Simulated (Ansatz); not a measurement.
# Zr2Ti22O48: the cost of one run

Method: density functional theory in Ansatz 0.2.0, PAW datasets, plane waves.

### 1 The system as built

72 atoms (2 Zr, 22 Ti, 48 O); a = 9.183 Å, b = 9.183 Å, c = 8.817 Å, α = 90.00°, β = 90.00°, γ = 90.00°. All atoms were shaken off their sites by about 0.02 Å along each axis. Defect site 1: (0.500, 0.500, 0.333). Defect site 2: (0.000, 0.000, 0.000).

Plan of the steps: (2) PBEsol relaxation at the single k point (¼, ¼, ¼), on 1 × NVIDIA H100 80GB HBM3 with 2 threads of AMD EPYC 7R13; (3) HSE06 single point at the single k point (¼, ¼, ¼), on 1 × NVIDIA H100 80GB HBM3 with 2 threads of AMD EPYC 7R13; (4) r²SCAN single point at the single k point (¼, ¼, ¼), on 1 × NVIDIA H100 80GB HBM3 with 2 threads of AMD EPYC 7R13.

### 2 Relaxation of the positions (PBEsol)

in.yaml reads:

```yaml
crystal:
  lattice:
    - [9.182828, 0.000000, 0.000000]
    - [0.000000, 9.182828, 0.000000]
    - [0.000000, 0.000000, 8.816612]
  atoms:
    - { symbol: Zr, position: [0.000576, 0.999310, 0.998855] }
    - { symbol: Zr, position: [0.500244, 0.501324, 0.333199] }
    - { symbol: Ti, position: [0.000693, 0.999987, 0.333674] }
    - { symbol: Ti, position: [0.000706, 0.998796, 0.666123] }
    - { symbol: Ti, position: [0.001425, 0.497923, 0.998443] }
    - { symbol: Ti, position: [0.002380, 0.504500, 0.338113] }
    - { symbol: Ti, position: [0.000338, 0.499968, 0.662982] }
    - { symbol: Ti, position: [0.498614, 0.999686, 0.997342] }
    - { symbol: Ti, position: [0.498604, 0.999610, 0.330446] }
    - { symbol: Ti, position: [0.498396, 0.997441, 0.665333] }
    - { symbol: Ti, position: [0.501129, 0.499972, 0.999910] }
    - { symbol: Ti, position: [0.499592, 0.502198, 0.666436] }
    - { symbol: Ti, position: [0.247415, 0.251343, 0.165735] }
    - { symbol: Ti, position: [0.249003, 0.247538, 0.498145] }
    - { symbol: Ti, position: [0.249456, 0.251313, 0.835047] }
    - { symbol: Ti, position: [0.248732, 0.751843, 0.165077] }
    - { symbol: Ti, position: [0.251745, 0.750464, 0.499299] }
    - { symbol: Ti, position: [0.249504, 0.749936, 0.835459] }
    - { symbol: Ti, position: [0.750189, 0.250351, 0.166076] }
    - { symbol: Ti, position: [0.752333, 0.246078, 0.501217] }
    - { symbol: Ti, position: [0.749564, 0.248687, 0.832494] }
    - { symbol: Ti, position: [0.752983, 0.747907, 0.165560] }
    - { symbol: Ti, position: [0.750379, 0.751155, 0.497483] }
    - { symbol: Ti, position: [0.747159, 0.747408, 0.833184] }
    - { symbol: O, position: [0.149601, 0.154140, 0.000921] }
    - { symbol: O, position: [0.155409, 0.153133, 0.332279] }
    - { symbol: O, position: [0.153335, 0.150823, 0.669220] }
    - { symbol: O, position: [0.152598, 0.653388, 0.996927] }
    - { symbol: O, position: [0.149591, 0.651950, 0.337009] }
    - { symbol: O, position: [0.157425, 0.649752, 0.663072] }
    - { symbol: O, position: [0.652681, 0.149535, 0.996194] }
    - { symbol: O, position: [0.649662, 0.151362, 0.332429] }
    - { symbol: O, position: [0.652114, 0.154533, 0.665201] }
    - { symbol: O, position: [0.653072, 0.651866, 0.999140] }
    - { symbol: O, position: [0.653562, 0.652682, 0.331813] }
    - { symbol: O, position: [0.653648, 0.650083, 0.667970] }
    - { symbol: O, position: [0.349472, 0.346996, 0.998623] }
    - { symbol: O, position: [0.352350, 0.347985, 0.337111] }
    - { symbol: O, position: [0.348459, 0.348079, 0.666762] }
    - { symbol: O, position: [0.345235, 0.846311, 0.002402] }
    - { symbol: O, position: [0.351160, 0.851825, 0.337592] }
    - { symbol: O, position: [0.342994, 0.850244, 0.669342] }
    - { symbol: O, position: [0.846479, 0.349180, 0.999438] }
    - { symbol: O, position: [0.848070, 0.346008, 0.333947] }
    - { symbol: O, position: [0.847028, 0.344489, 0.662244] }
    - { symbol: O, position: [0.848513, 0.846176, 0.999808] }
    - { symbol: O, position: [0.848423, 0.852012, 0.331834] }
    - { symbol: O, position: [0.845311, 0.846529, 0.670464] }
    - { symbol: O, position: [0.097159, 0.405609, 0.168698] }
    - { symbol: O, position: [0.097614, 0.404589, 0.500391] }
    - { symbol: O, position: [0.096288, 0.399678, 0.829549] }
    - { symbol: O, position: [0.101236, 0.898637, 0.166654] }
    - { symbol: O, position: [0.096506, 0.901884, 0.500843] }
    - { symbol: O, position: [0.099566, 0.900515, 0.830115] }
    - { symbol: O, position: [0.598911, 0.401362, 0.168317] }
    - { symbol: O, position: [0.600460, 0.400397, 0.501943] }
    - { symbol: O, position: [0.595040, 0.407164, 0.837325] }
    - { symbol: O, position: [0.599554, 0.900452, 0.166081] }
    - { symbol: O, position: [0.595163, 0.903830, 0.497232] }
    - { symbol: O, position: [0.599453, 0.901682, 0.829372] }
    - { symbol: O, position: [0.401463, 0.098392, 0.166081] }
    - { symbol: O, position: [0.404369, 0.099604, 0.499610] }
    - { symbol: O, position: [0.400935, 0.097632, 0.833209] }
    - { symbol: O, position: [0.405470, 0.598374, 0.167743] }
    - { symbol: O, position: [0.403053, 0.605172, 0.495208] }
    - { symbol: O, position: [0.405041, 0.600263, 0.832261] }
    - { symbol: O, position: [0.907642, 0.101288, 0.165121] }
    - { symbol: O, position: [0.905141, 0.099729, 0.502037] }
    - { symbol: O, position: [0.905207, 0.102168, 0.833091] }
    - { symbol: O, position: [0.900800, 0.596196, 0.166083] }
    - { symbol: O, position: [0.900933, 0.596041, 0.499900] }
    - { symbol: O, position: [0.903962, 0.601117, 0.838937] }
  symmetry: { detect: false }
kpoints:
  mp_grid: { grid: [1, 1, 1], shift: [0.25, 0.25, 0.25] }
hamiltonian:
  xc: pbesol
scf:
  occupations: { method: fermi_dirac, width: 0.01 }
relax:
  f_tol: 0.03
  max_steps: 80
  escape_saddle: false
  adjacent_minimum: "off"
output:
  forces: true
  eigenvalues: true
  populations: true
```

On the command line:

```console
ansatz run in.yaml --threads 2 --pin off --max-ram 30400MiB --runs-dir r --events-out ev --progress --plain --backend cuda --devices 0, --max-vram 18GiB
```

**Question.** How long does this run take on 1 × NVIDIA H100 80GB HBM3 with 2 threads of AMD EPYC 7R13, shared host, and how much memory does it need?

About 42 s, with a peak of 1.3 GiB on the host.
